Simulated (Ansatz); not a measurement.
# C₂H₇OSi radical: up Jacob's ladder to CCSD(T)

An exercise on one series of results from a longer session: the logs are not shown, and one member is left open.

The runs use Ansatz 0.2.0, Gaussian basis; functionals in def2-TZVPP, the program's frozen cores in correlated methods.

Levels to be run: LDA (SPW92), PBE-D4, revPBE-D4, BLYP-D4, r2SCAN-D4, B97M-V, PBE0-D4, B3LYP-D4, r2SCANh-D4, r2SCAN0-D4, HSE06-D4, BHLYP-D4, CAM-B3LYP-D4, LC-ωPBE, ωB97X-V, ωB97M-V, B2PLYP, PBE-QIDH; CCSD(T)/def2-SVP; CCSD(T)/def2-TZVPP; MP2/def2-QZVPP; extrapolation to the limit; RPA on PBE.

### The relaxed structure

The geometry comes from an earlier relaxation with PBE0-D4 in a triple-zeta def2 set; it is a stationary point, not always the lowest conformer.

11 atoms, charge 0, spin multiplicity 2.

Atoms are counted from 1 here; the program's logs count them from 0.

Bond lengths: C1–Si2 1.844 Å, C1–H5 1.086 Å, C1–H6 1.087 Å, Si2–C3 1.865 Å, Si2–O4 1.654 Å, Si2–H7 1.488 Å, C3–H8 1.094 Å, C3–H9 1.093 Å, C3–H10 1.092 Å, O4–H11 0.958 Å. Angles: Si2–C1–H5 123.2°, Si2–C1–H6 122.4°, H5–C1–H6 114.3°, C1–Si2–C3 109.6°, C1–Si2–O4 110.8°, C1–Si2–H7 110.5°, C3–Si2–O4 112.4°, C3–Si2–H7 109.9°, O4–Si2–H7 103.5°, Si2–C3–H8 110.5°, Si2–C3–H9 111.6°, Si2–C3–H10 110.7°, H8–C3–H9 107.8°, H8–C3–H10 108.0°, H9–C3–H10 108.2°, Si2–O4–H11 116.9°.

The first run:

in.yaml reads:

```yaml
crystal:
  periodic: [false, false, false]
  atoms:
    - {symbol: C, position_ang: [-1.225541, 1.126386, 0.393531]}
    - {symbol: Si, position_ang: [-0.124217, 0.025240, -0.593754]}
    - {symbol: C, position_ang: [1.412049, -0.364518, 0.388378]}
    - {symbol: O, position_ang: [-0.930288, -1.338792, -1.069598]}
    - {symbol: H, position_ang: [-0.896667, 1.653919, 1.284581]}
    - {symbol: H, position_ang: [-2.252447, 1.334114, 0.105056]}
    - {symbol: H, position_ang: [0.246846, 0.675988, -1.878884]}
    - {symbol: H, position_ang: [1.960428, 0.552946, 0.620935]}
    - {symbol: H, position_ang: [1.170122, -0.858154, 1.333542]}
    - {symbol: H, position_ang: [2.076477, -1.020891, -0.178118]}
    - {symbol: H, position_ang: [-1.371463, -1.843236, -0.384972]}
basis:
  gaussian: {orbitals: def2-TZVPP}
magnetization: {spin_polarized: true, initial_magnetization: 1}
hamiltonian: {xc: lda}
output: {orbitals: {seedname: orbitals}}
```

Started as:

```console
ansatz run in.yaml --threads 4 --pin off --events-out ev --progress --plain --max-ram 10444MiB
```

Among the steps run: LDA; PBE-D4 (GGA); revPBE-D4 (GGA); BLYP-D4 (GGA); r2SCAN-D4 (meta-GGA); B97M-V (meta-GGA); B3LYP-D4 (hybrid); r2SCANh-D4 (hybrid); r2SCAN0-D4 (hybrid); HSE06-D4 (hybrid); BHLYP-D4 (hybrid); CAM-B3LYP-D4 (range-separated); LC-ωPBE (range-separated); ωB97X-V (range-separated); ωB97M-V (range-separated); B2PLYP (double hybrid); PBE-QIDH (double hybrid).

One table of the session follows, with a row left open; its other results are not shown here.

It belongs to the step «Orbital energies across the functionals». 

| functional | HOMO (eV) | LUMO (eV) | gap (eV) |
| --- | --- | --- | --- |
| LDA (SPW92) | -5.60 | -4.15 | 1.45 |
| PBE-D4 | -5.62 | -3.58 | 2.04 |
| revPBE-D4 | -5.58 | -3.41 | 2.17 |
| BLYP-D4 | -5.40 | -3.58 | 1.82 |
| r2SCAN-D4 | -6.09 | -2.95 | 3.14 |
| B97M-V | -5.88 | -3.36 | 2.52 |
| PBE0-D4 | -7.00 | -2.35 | 4.65 |
| B3LYP-D4 | ? | ? | ? |
| r2SCANh-D4 | -6.60 | -2.54 | 4.06 |
| r2SCAN0-D4 | -7.36 | -1.94 | 5.42 |
| HSE06-D4 | -6.59 | -2.74 | 3.85 |
| BHLYP-D4 | -8.17 | -1.27 | 6.90 |
| CAM-B3LYP-D4 | -8.32 | -1.35 | 6.97 |
| LC-ωPBE | -9.87 | 0.18 | 10.05 |
| ωB97X-V | -9.26 | -0.37 | 8.89 |
| ωB97M-V | -9.05 | -0.54 | 8.51 |

Estimate the missing values for B3LYP-D4.

Worked estimate for «HOMO (eV)». Against the share of exact exchange, BLYP-D4 (0, -5.40), BHLYP-D4 (0.5, -8.17) give a slope of -5.54 per unit share; at 0.2 the line stands at -6.51.

**Answer.** HOMO (eV): -6.66; LUMO (eV): -2.80; gap (eV): 3.86. In «HOMO (eV)» the line misses by +0.15.
